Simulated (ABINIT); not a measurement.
Si: single point with PBEsol

Crystal: Si.

```
Si
1.0
    -1.62691    1.62691    1.32033
     1.62691   -1.62691    1.32033
     1.62691    1.62691   -1.32033
Si
1
Direct
  0.00000 0.00000 0.00000
```

This isn't the form of Si at room conditions, which is diamond.

```
Program             : ABINIT 10.8.3 (patched build)
Task                : single point
Functional          : PBEsol
Potentials or basis : PseudoDojo NC SR PBEsol v0.4 stringent
Cutoff              : 381 eV
k mesh              : 10 × 10 × 10
Occupations         : fermi-dirac, width 0.05 eV
Spin                : no spin polarisation
```

```
Pressure                                              : 1.1 GPa
Band gap on the k mesh                                : none (metal or under the smearing width)
Valence electrons inside the program's atomic spheres : Si 1.70 (radii [1.0584] Å)
```

Stress tensor (GPa, compression positive):
```
1.58 0.00 0.00
0.00 1.58 0.00
0.00 0.00 0.24
```

Levels at points of the mesh, in eV from the Fermi level:
| k point | band 1 | band 2 | band 3 | band 4 | band 5 | band 6 |
| --- | --- | --- | --- | --- | --- | --- |
| (0.00, 0.00, 0.00) | -14.70 | 9.63 | 10.19 | 10.19 | 13.01 | 13.94 |
| (0.50, 0.00, 0.00) | -6.43 | -6.03 | 4.86 | 6.36 | 6.62 | 9.35 |
| (0.50, 0.50, 0.00) | -8.50 | -7.38 | 9.10 | 11.52 | 11.79 | 11.86 |
| (0.50, 0.50, 0.50) | -2.36 | -2.36 | -1.42 | 1.18 | 4.22 | 6.62 |

Run time: 3.5 s on 1 thread of Arm Neoverse V1, on a shared host, peak memory 0.06 GiB.

Caveat: the cutoff is short for stress, so the pressure is rough.
